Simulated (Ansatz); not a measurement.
# SiH4O2 + H2S: a complex and its separated parts

The complex below is one end of an elementary step. How strongly is it bound against its free parts?

Computed with Ansatz 0.2.0, Gaussian basis. Level: PBE0-D4/def2-TZVP structures, single points in def2-TZVPP, no counterpoise correction.

Levels: SPW92, PBE-D4, BLYP-D4, r2SCAN-D4, B97M-V, PBE0-D4, B3LYP-D4, r2SCAN0-D4, BHLYP-D4, CAM-B3LYP-D4, wB97X-V, wB97M-V, B2PLYP, PBE-QIDH, RPA on PBE, Hartree-Fock, MP2, CCSD, CCSD(T).

Correlated methods freeze the cores. B3LYP uses VWN-RPA correlation. B2PLYP carries no dispersion term here.

94 further runs of the same task are left out: 94 set aside as unsound or not needed.

## Step 1: The starting structure

The complex: 10 atoms, charge 0, spin multiplicity 1.

Atoms are counted from 1 here; the program's logs count them from 0.

Bond lengths: Si1–H3 1.481 Å, Si1–H4 1.483 Å, Si1–O5 1.635 Å, Si1–O7 1.652 Å, S2–H6 1.346 Å, S2–H8 1.342 Å, O5–H9 0.966 Å, O7–H10 0.959 Å. Angles: H3–Si1–H4 112.5°, H3–Si1–O5 105.2°, H3–Si1–O7 111.1°, H4–Si1–O5 112.1°, H4–Si1–O7 103.1°, O5–Si1–O7 113.1°, H6–S2–H8 92.4°, Si1–O5–H9 114.7°, Si1–O7–H10 117.0°.

As a file:

```xyz
10

Si    0.0707   -0.0324   -1.2547
S    -0.3061   -0.4583    2.4998
H    -0.0985    0.2388   -2.7010
H     0.9890   -1.1665   -0.9929
O    -1.4375   -0.3208   -0.6941
H     0.4590    0.4148    1.8190
O     0.8133    1.2329   -0.4957
H     0.5293   -1.4766    2.2416
H    -1.4832   -0.5407    0.2459
H     0.4639    2.1091   -0.6678
```

Its parts: SiH4O2 holds atoms 1, 3, 4, 5, 7, 9, 10; H2S holds atoms 2, 6, 8. Each part counts its atoms afresh in its own runs.

## Step 2: Relaxing SiH4O2 alone

File relax-a/in.yaml:

```yaml
crystal:
  periodic: [false, false, false]
  atoms:
    - {symbol: Si, position_ang: [0.070657, -0.032391, -1.254731]}
    - {symbol: H, position_ang: [-0.098477, 0.238829, -2.700975]}
    - {symbol: H, position_ang: [0.989048, -1.166514, -0.992949]}
    - {symbol: O, position_ang: [-1.437494, -0.320795, -0.694087]}
    - {symbol: O, position_ang: [0.813306, 1.232903, -0.495677]}
    - {symbol: H, position_ang: [-1.483195, -0.540705, 0.245899]}
    - {symbol: H, position_ang: [0.463938, 2.109101, -0.667808]}
basis:
  gaussian: {orbitals: def2-TZVP}
hamiltonian: {xc: pbe0, dispersion: d4}
relax: {f_tol: 0.005, max_steps: 200}
```

Run with:

```sh
$ ansatz run in.yaml --threads 4 --pin off --events-out ev --progress --plain --max-ram 9574MiB
```

Standard output, shortened:

```text
Functional definition: PBE0
  name "PBE0"
  cite "Adamo & Barone, J. Chem. Phys. 110, 6158 (1999) doi:10.1063/1.478522"
  cite "Perdew, Burke & Ernzerhof, Phys. Rev. Lett. 77, 3865 (1996) doi:10.1103/PhysRevLett.77.3865"
  parent pbe
[...]
746 factors; their error is unknown
[...]
mean field -12033.70852044 eV, -442.2306313854 hartree, gradient 4.4e-5 eV, S^2 0.000000; 0 other end points of the search recorded, 0 dependent functions left out
[...]
reference -12033.70854607 eV, -442.2306323273 hartree; 17, 17 occupied and 106, 106 virtual orbitals, 746 factors
[...]
Total energy: -12033.79519119 eV, -442.2338164770 hartree
Atom 0 at     0.086491    -0.020341    -1.248606 Å, force     0.000906    -0.001000    -0.001198 eV/Å
Atom 1 at    -0.116275     0.228495    -2.694488 Å, force     0.000063    -0.000308     0.000418 eV/Å
Atom 2 at     0.985723    -1.166457    -0.981374 Å, force    -0.000513     0.000475     0.000143 eV/Å
Atom 3 at    -1.428387    -0.299843    -0.680928 Å, force    -0.001074     0.000713     0.000472 eV/Å
Atom 4 at     0.835452     1.246009    -0.520103 Å, force     0.000720     0.000859     0.000098 eV/Å
Atom 5 at    -1.517688    -0.588739     0.228452 Å, force     0.000010    -0.000907    -0.000105 eV/Å
Atom 6 at     0.472468     2.121304    -0.663282 Å, force    -0.000111     0.000168     0.000172 eV/Å
Dipole moment:    -0.094460     0.122945     0.160116 e Å
```

It took 9.5 s on 4 threads of Intel Xeon Platinum 8259CL at 2.50GHz, shared host.

The steps of the relaxation:

| step | energy from step 1 (eV) | largest force component (eV/Å) |
| --- | --- | --- |
| 1 | 0.0000 | 0.4904 |
| 2 | -0.0050 | 0.2567 |
| 3 | -0.0076 | 0.0971 |
| 4 | -0.0088 | 0.0324 |
| 5 | -0.0087 | 0.1603 |
| 6 | -0.0091 | 0.0168 |
| 7 | -0.0092 | 0.0012 |

Distances of close pairs at the start and the end, largest changes first:

| bond | before (Å) | after (Å) | change (Å) |
| --- | --- | --- | --- |
| Si1–O5 | 1.652 | 1.642 | -0.010 |
| O4–H6 | 0.966 | 0.958 | -0.008 |
| Si1–O4 | 1.635 | 1.642 | +0.007 |
| Si1–H3 | 1.483 | 1.481 | -0.002 |
| O5–H7 | 0.959 | 0.958 | -0.001 |
| Si1–H2 | 1.481 | 1.481 | -0.000 |

## Step 3: Relaxing H2S alone

File relax-b/in.yaml:

```yaml
crystal:
  periodic: [false, false, false]
  atoms:
    - {symbol: S, position_ang: [-0.306118, -0.458342, 2.499757]}
    - {symbol: H, position_ang: [0.458964, 0.414760, 1.818979]}
    - {symbol: H, position_ang: [0.529273, -1.476646, 2.241593]}
basis:
  gaussian: {orbitals: def2-TZVP}
hamiltonian: {xc: pbe0, dispersion: d4}
relax: {f_tol: 0.005, max_steps: 200}
```

Run with:

```sh
$ ansatz run in.yaml --threads 4 --pin off --events-out ev --progress --plain --max-ram 9574MiB
```

Standard output, shortened:

```text
[... 5 set-up lines as earlier in the session ...]
[...]
359 factors; their error is unknown
[...]
mean field -10864.45018893 eV, -399.2611802543 hartree, gradient 3.3e-5 eV, S^2 0.000000; 0 other end points of the search recorded, 0 dependent functions left out
[...]
reference -10864.45047983 eV, -399.2611909446 hartree; 9, 9 occupied and 40, 40 virtual orbitals, 359 factors
Total energy: -10864.46265923 eV, -399.2616385295 hartree
Atom 0 at    -0.305253    -0.457175     2.498943 Å, force    -0.001010    -0.000778     0.000807 eV/Å
Atom 1 at     0.458077     0.412154     1.820160 Å, force     0.000888     0.000029    -0.000548 eV/Å
Atom 2 at     0.529295    -1.475207     2.241226 Å, force     0.000122     0.000749    -0.000259 eV/Å
Dipole moment:     0.208138    -0.019365    -0.121989 e Å
```

Wall time 0.8 s (4 threads of Intel Xeon Platinum 8259CL at 2.50GHz, shared host).

The steps of the relaxation:

| step | energy from step 1 (eV) | largest force component (eV/Å) |
| --- | --- | --- |
| 1 | 0.0000 | 0.0792 |
| 2 | -0.0002 | 0.0323 |
| 3 | -0.0003 | 0.0010 |

Close pairs (by a distance rule), those that changed most:

| bond | before (Å) | after (Å) | change (Å) |
| --- | --- | --- | --- |
| S1–H2 | 1.346 | 1.341 | -0.004 |
| S1–H3 | 1.342 | 1.341 | -0.001 |

## Step 4: SPW92/def2-TZVPP

File parta/in.yaml:

```yaml
crystal:
  periodic: [false, false, false]
  atoms:
    - {symbol: Si, position_ang: [0.086491, -0.020341, -1.248606]}
    - {symbol: H, position_ang: [-0.116275, 0.228495, -2.694488]}
    - {symbol: H, position_ang: [0.985723, -1.166457, -0.981374]}
    - {symbol: O, position_ang: [-1.428387, -0.299843, -0.680928]}
    - {symbol: O, position_ang: [0.835452, 1.246009, -0.520103]}
    - {symbol: H, position_ang: [-1.517688, -0.588739, 0.228452]}
    - {symbol: H, position_ang: [0.472468, 2.121304, -0.663282]}
basis:
  gaussian: {orbitals: def2-TZVPP}
hamiltonian: {xc: lda}
```

File partb/in.yaml:

```yaml
crystal:
  periodic: [false, false, false]
  atoms:
    - {symbol: S, position_ang: [-0.305253, -0.457175, 2.498943]}
    - {symbol: H, position_ang: [0.458077, 0.412154, 1.820160]}
    - {symbol: H, position_ang: [0.529295, -1.475207, 2.241226]}
basis:
  gaussian: {orbitals: def2-TZVPP}
hamiltonian: {xc: lda}
```

Each run has its own folder and the same command.

Run with:

```sh
$ ansatz run in.yaml --threads 4 --pin off --events-out ev --progress --plain --max-ram 9574MiB
```

Log of parta, shortened:

```text
Functional definition: SPW92
  name "SPW92"
  cite "Dirac, Proc. Camb. Phil. Soc. 26, 376 (1930) doi:10.1017/S0305004100016108"
  cite "Slater, Phys. Rev. 81, 385 (1951) doi:10.1103/PhysRev.81.385"
  cite "Perdew & Wang, Phys. Rev. B 45, 13244 (1992) doi:10.1103/PhysRevB.45.13244"
[...]
826 factors; their error is unknown
[...]
mean field -11980.01048035 eV, -440.2572648102 hartree, gradient 8.3e-5 eV, S^2 0.000000; 0 other end points of the search recorded, 0 dependent functions left out
reference -11980.01051280 eV, -440.2572660027 hartree; 17, 17 occupied and 143, 143 virtual orbitals, 826 factors
Total energy: -11980.01051280 eV, -440.2572660027 hartree
```

partb printed, shortened:

```text
[... 5 set-up lines as earlier in the session ...]
[...]
402 factors; their error is unknown
[...]
mean field -10830.30343459 eV, -398.0063101779 hartree, gradient 3.5e-5 eV, S^2 0.000000; 0 other end points of the search recorded, 0 dependent functions left out
reference -10830.30345543 eV, -398.0063109438 hartree; 9, 9 occupied and 61, 61 virtual orbitals, 402 factors
Total energy: -10830.30345543 eV, -398.0063109438 hartree
```

They took 0.7 s (parta), 0.2 s (partb) on 4 threads of Intel Xeon Platinum 8259CL at 2.50GHz, shared host.

## Step 5: PBE-D4/def2-TZVPP

Each input of step 4 (parta, partb) changes in the same lines:

```diff
-hamiltonian: {xc: lda}
+hamiltonian: {xc: pbe, dispersion: d4}
```

One command serves all of them, each in its own folder.

Run with:

```sh
$ ansatz run in.yaml --threads 4 --pin off --events-out ev --progress --plain --max-ram 9574MiB
```

Log of parta, shortened:

```text
Functional definition: PBE
  name "PBE"
[... 2 set-up lines as earlier in the session ...]
[...]
826 factors; their error is unknown
[...]
mean field -12032.96073343 eV, -442.2031507199 hartree, gradient 8.8e-5 eV, S^2 0.000000; 0 other end points of the search recorded, 0 dependent functions left out
reference -12032.96076851 eV, -442.2031520090 hartree; 17, 17 occupied and 143, 143 virtual orbitals, 826 factors
Total energy: -12033.05444085 eV, -442.2065944040 hartree
```

Log of partb, shortened:

```text
[... 4 set-up lines as earlier in the session ...]
[...]
402 factors; their error is unknown
[...]
mean field -10863.54268070 eV, -399.2278299421 hartree, gradient 5.0e-5 eV, S^2 0.000000; 0 other end points of the search recorded, 0 dependent functions left out
reference -10863.54270295 eV, -399.2278307598 hartree; 9, 9 occupied and 61, 61 virtual orbitals, 402 factors
Total energy: -10863.55773959 eV, -399.2283833462 hartree
```

Times: 1 s (parta), 0.25 s (partb) on 4 threads of Intel Xeon Platinum 8259CL at 2.50GHz, shared host.

## Step 6: BLYP-D4/def2-TZVPP

The same edit goes into each in.yaml of step 5 (parta, partb):

```diff
-hamiltonian: {xc: pbe, dispersion: d4}
+hamiltonian: {xc: {name: BLYP}, dispersion: d4}
```

Each run has its own folder and the same command.

Run with:

```sh
$ ansatz run in.yaml --threads 4 --pin off --events-out ev --progress --plain --max-ram 9574MiB
```

Log of parta, shortened:

```text
Functional definition: BLYP
  name "BLYP"
  cite "Becke, Phys. Rev. A 38, 3098 (1988) doi:10.1103/PhysRevA.38.3098"
  cite "Lee, Yang & Parr, Phys. Rev. B 37, 785 (1988) doi:10.1103/PhysRevB.37.785"
[...]
826 factors; their error is unknown
[...]
mean field -12040.77391160 eV, -442.4902797216 hartree, gradient 7.0e-5 eV, S^2 0.000000; 0 other end points of the search recorded, 0 dependent functions left out
reference -12040.77420739 eV, -442.4902905917 hartree; 17, 17 occupied and 143, 143 virtual orbitals, 826 factors
Total energy: -12040.98728167 eV, -442.4981209270 hartree
```

Log of partb, shortened:

```text
[... 4 set-up lines as earlier in the session ...]
[...]
402 factors; their error is unknown
[...]
mean field -10868.21005775 eV, -399.3993528850 hartree, gradient 3.5e-5 eV, S^2 0.000000; 0 other end points of the search recorded, 0 dependent functions left out
reference -10868.21027161 eV, -399.3993607442 hartree; 9, 9 occupied and 61, 61 virtual orbitals, 402 factors
Total energy: -10868.24596333 eV, -399.4006723908 hartree
```

Wall times: 0.95 s (parta), 0.25 s (partb) on 4 threads of Intel Xeon Platinum 8259CL at 2.50GHz, shared host.

## Step 7: r2SCAN-D4/def2-TZVPP

Each input of step 6 (parta, partb) changes in the same lines:

```diff
-hamiltonian: {xc: {name: BLYP}, dispersion: d4}
+hamiltonian: {xc: r2scan, dispersion: d4}
```

One command serves all of them, each in its own folder.

Run with:

```sh
$ ansatz run in.yaml --threads 4 --pin off --events-out ev --progress --plain --max-ram 9574MiB
```

parta printed, shortened:

```text
Functional definition: r2SCAN
  name "r2SCAN"
  cite "Furness, Kaplan, Ning, Perdew & Sun, J. Phys. Chem. Lett. 11, 8208 (2020) doi:10.1021/acs.jpclett.0c02405"
  cite "Furness, Kaplan, Ning, Perdew & Sun, J. Phys. Chem. Lett. 11, 9248 (2020) doi:10.1021/acs.jpclett.0c03077"
  parent r2scan
[...]
826 factors; their error is unknown
[...]
mean field -12038.87280815 eV, -442.4204154585 hartree, gradient 6.2e-5 eV, S^2 0.000000; 0 other end points of the search recorded, 0 dependent functions left out
reference -12038.87281831 eV, -442.4204158318 hartree; 17, 17 occupied and 143, 143 virtual orbitals, 826 factors
Total energy: -12038.89437034 eV, -442.4212078544 hartree
```

Log of partb, shortened:

```text
[... 5 set-up lines as earlier in the session ...]
[...]
402 factors; their error is unknown
[...]
mean field -10867.52470095 eV, -399.3741664872 hartree, gradient 3.7e-5 eV, S^2 0.000000; 0 other end points of the search recorded, 0 dependent functions left out
reference -10867.52470765 eV, -399.3741667332 hartree; 9, 9 occupied and 61, 61 virtual orbitals, 402 factors
Total energy: -10867.52805589 eV, -399.3742897789 hartree
```

Times: 1.4 s (parta), 0.55 s (partb) on 4 threads of Intel Xeon Platinum 8259CL at 2.50GHz, shared host.

## Step 8: B97M-V/def2-TZVPP

Each input of step 7 (parta, partb) changes in the same lines:

```diff
-hamiltonian: {xc: r2scan, dispersion: d4}
+hamiltonian: {xc: {name: B97M-V}}
```

Each run has its own folder and the same command.

Run with:

```sh
$ ansatz run in.yaml --threads 4 --pin off --events-out ev --progress --plain --max-ram 9574MiB
```

parta printed, shortened:

```text
Functional definition: B97M-V
  name "B97M-V"
  cite "Mardirossian & Head-Gordon, J. Chem. Phys. 142, 074111 (2015) doi:10.1063/1.4907719"
  cite "Becke, J. Chem. Phys. 107, 8554 (1997) doi:10.1063/1.475007"
  cite "Vydrov & Van Voorhis, J. Chem. Phys. 133, 244103 (2010) doi:10.1063/1.3521275"
  # Of w^i u^j: cxij and so on, Table III.
[...]
  gx(w, u) = cx00 + cx01*u + cx02*u^2 + (cx10 + cx11*u)*w
[...]
  gos(w, u) = cos00 + cos01*u + cos03*u^3 + cos10*w + cos32*w^3*u^2
[...]
      + integral(e_c_pw_mod_opposite_spin*gos(b97_w_opposite, b97_u_opposite)) + vv10(b, c)
826 factors; their error is unknown
[...]
mean field -12038.27949584 eV, -442.3986116334 hartree, gradient 6.0e-5 eV, S^2 0.000000; 0 other end points of the search recorded, 0 dependent functions left out
reference -12038.27954768 eV, -442.3986135382 hartree; 17, 17 occupied and 143, 143 virtual orbitals, 826 factors
Total energy: -12038.27954768 eV, -442.3986135382 hartree
```

Log of partb, shortened:

```text
[... 5 set-up lines as earlier in the session ...]
  # Of w^i u^j: cxij and so on, Table III.
[...]
  gx(w, u) = cx00 + cx01*u + cx02*u^2 + (cx10 + cx11*u)*w
[...]
  gos(w, u) = cos00 + cos01*u + cos03*u^3 + cos10*w + cos32*w^3*u^2
[...]
      + integral(e_c_pw_mod_opposite_spin*gos(b97_w_opposite, b97_u_opposite)) + vv10(b, c)
402 factors; their error is unknown
[...]
mean field -10865.55701383 eV, -399.3018553193 hartree, gradient 3.7e-5 eV, S^2 0.000000; 0 other end points of the search recorded, 0 dependent functions left out
reference -10865.55704848 eV, -399.3018565927 hartree; 9, 9 occupied and 61, 61 virtual orbitals, 402 factors
Total energy: -10865.55704848 eV, -399.3018565927 hartree
```

They took 3.1 s (parta), 0.7 s (partb) on 4 threads of Intel Xeon Platinum 8259CL at 2.50GHz, shared host.

## Step 9: PBE0-D4/def2-TZVPP

Each input of step 8 (parta, partb) changes in the same lines:

```diff
-hamiltonian: {xc: {name: B97M-V}}
+hamiltonian: {xc: pbe0, dispersion: d4}
+output: {orbitals: {seedname: orbitals}}
```

One command serves all of them, each in its own folder.

Run with:

```sh
$ ansatz run in.yaml --threads 4 --pin off --events-out ev --progress --plain --max-ram 9574MiB
```

parta printed, shortened:

```text
[... 5 set-up lines as earlier in the session ...]
[...]
829 factors; their error is unknown
[...]
mean field -12033.81447093 eV, -442.2345249942 hartree, gradient 4.4e-5 eV, S^2 0.000000; 0 other end points of the search recorded, 0 dependent functions left out
reference -12033.81449664 eV, -442.2345259391 hartree; 17, 17 occupied and 143, 143 virtual orbitals, 829 factors
Total energy: -12033.89191685 eV, -442.2373710793 hartree
```

Log of partb, shortened:

```text
[... 5 set-up lines as earlier in the session ...]
[...]
433 factors; their error is unknown
[...]
mean field -10864.48423134 eV, -399.2624312898 hartree, gradient 6.6e-6 eV, S^2 0.000000; 0 other end points of the search recorded, 0 dependent functions left out
reference -10864.48424796 eV, -399.2624319005 hartree; 9, 9 occupied and 61, 61 virtual orbitals, 433 factors
Total energy: -10864.49642736 eV, -399.2628794853 hartree
```

They took 1.3 s (parta), 0.3 s (partb) on 4 threads of Intel Xeon Platinum 8259CL at 2.50GHz, shared host.

## Step 10: B3LYP-D4/def2-TZVPP

The same edit goes into each in.yaml of step 9 (parta, partb):

```diff
-hamiltonian: {xc: pbe0, dispersion: d4}
-output: {orbitals: {seedname: orbitals}}
+hamiltonian: {xc: {name: B3LYP}, dispersion: d4}
```

Each run has its own folder and the same command.

Run with:

```sh
$ ansatz run in.yaml --threads 4 --pin off --events-out ev --progress --plain --max-ram 9574MiB
```

Log of parta, shortened:

```text
Functional definition: B3LYP
  name "B3LYP"
  cite "Stephens, Devlin, Chabalowski & Frisch, J. Phys. Chem. 98, 11623 (1994) doi:10.1021/j100096a001"
[... 2 set-up lines as earlier in the session ...]
  cite "Vosko, Wilk & Nusair, Can. J. Phys. 58, 1200 (1980) doi:10.1139/p80-159"
[...]
829 factors; their error is unknown
[...]
mean field -12042.33445151 eV, -442.5476285054 hartree, gradient 5.5e-5 eV, S^2 0.000000; 0 other end points of the search recorded, 0 dependent functions left out
reference -12042.33466998 eV, -442.5476365341 hartree; 17, 17 occupied and 143, 143 virtual orbitals, 829 factors
Total energy: -12042.48655571 eV, -442.5532182319 hartree
```

Log of partb, shortened:

```text
[... 6 set-up lines as earlier in the session ...]
[...]
414 factors; their error is unknown
[...]
mean field -10868.95566100 eV, -399.4267532990 hartree, gradient 6.2e-6 eV, S^2 0.000000; 0 other end points of the search recorded, 0 dependent functions left out
reference -10868.95581872 eV, -399.4267590951 hartree; 9, 9 occupied and 61, 61 virtual orbitals, 414 factors
Total energy: -10868.98025369 eV, -399.4276570637 hartree
```

They took 1.2 s (parta), 0.3 s (partb) on 4 threads of Intel Xeon Platinum 8259CL at 2.50GHz, shared host.

## Step 11: r2SCAN0-D4/def2-TZVPP

Each input of step 10 (parta, partb) changes in the same lines:

```diff
-hamiltonian: {xc: {name: B3LYP}, dispersion: d4}
+hamiltonian: {xc: {name: r2SCAN0}, dispersion: d4}
```

One command serves all of them, each in its own folder.

Run with:

```sh
$ ansatz run in.yaml --threads 4 --pin off --events-out ev --progress --plain --max-ram 9574MiB
```

Log of parta, shortened:

```text
Functional definition: r2SCAN0
  name "r2SCAN0"
  cite "Bursch, Neugebauer, Ehlert & Grimme, J. Chem. Phys. 156, 134105 (2022) doi:10.1063/5.0086040"
[... 3 set-up lines as earlier in the session ...]
[...]
829 factors; their error is unknown
[...]
mean field -12038.17575032 eV, -442.3947990555 hartree, gradient 4.1e-5 eV, S^2 0.000000; 0 other end points of the search recorded, 0 dependent functions left out
reference -12038.17575835 eV, -442.3947993506 hartree; 17, 17 occupied and 143, 143 virtual orbitals, 829 factors
Total energy: -12038.20088038 eV, -442.3957225683 hartree
```

Log of partb, shortened:

```text
[... 6 set-up lines as earlier in the session ...]
[...]
433 factors; their error is unknown
[...]
mean field -10867.41045060 eV, -399.3699678642 hartree, gradient 1.4e-5 eV, S^2 0.000000; 0 other end points of the search recorded, 0 dependent functions left out
reference -10867.41045594 eV, -399.3699680605 hartree; 9, 9 occupied and 61, 61 virtual orbitals, 433 factors
Total energy: -10867.41431396 eV, -399.3701098401 hartree
```

Times: 1.7 s (parta), 0.55 s (partb) on 4 threads of Intel Xeon Platinum 8259CL at 2.50GHz, shared host.

## Step 12: BHLYP-D4/def2-TZVPP

The same edit goes into each in.yaml of step 11 (parta, partb):

```diff
-hamiltonian: {xc: {name: r2SCAN0}, dispersion: d4}
+hamiltonian: {xc: {name: BHLYP}, dispersion: d4}
```

One command serves all of them, each in its own folder.

Run with:

```sh
$ ansatz run in.yaml --threads 4 --pin off --events-out ev --progress --plain --max-ram 9574MiB
```

parta printed, shortened:

```text
Functional definition: BHLYP
  name "BHLYP"
  cite "Becke, J. Chem. Phys. 98, 1372 (1993) doi:10.1063/1.464304"
[... 2 set-up lines as earlier in the session ...]
[...]
900 factors; their error is unknown
[...]
mean field -12039.70850658 eV, -442.4511268094 hartree, gradient 8.6e-5 eV, S^2 0.000000; 0 other end points of the search recorded, 0 dependent functions left out
reference -12039.70865282 eV, -442.4511321836 hartree; 17, 17 occupied and 143, 143 virtual orbitals, 900 factors
Total energy: -12039.81854955 eV, -442.4551708138 hartree
```

partb printed, shortened:

```text
[... 5 set-up lines as earlier in the session ...]
[...]
453 factors; their error is unknown
[...]
mean field -10868.25163295 eV, -399.4008807454 hartree, gradient 1.3e-5 eV, S^2 0.000000; 0 other end points of the search recorded, 0 dependent functions left out
reference -10868.25173965 eV, -399.4008846666 hartree; 9, 9 occupied and 61, 61 virtual orbitals, 453 factors
Total energy: -10868.26806665 eV, -399.4014846729 hartree
```

Wall times: 1.3 s (parta), 0.25 s (partb) on 4 threads of Intel Xeon Platinum 8259CL at 2.50GHz, shared host.

[end of part 1 of 2]
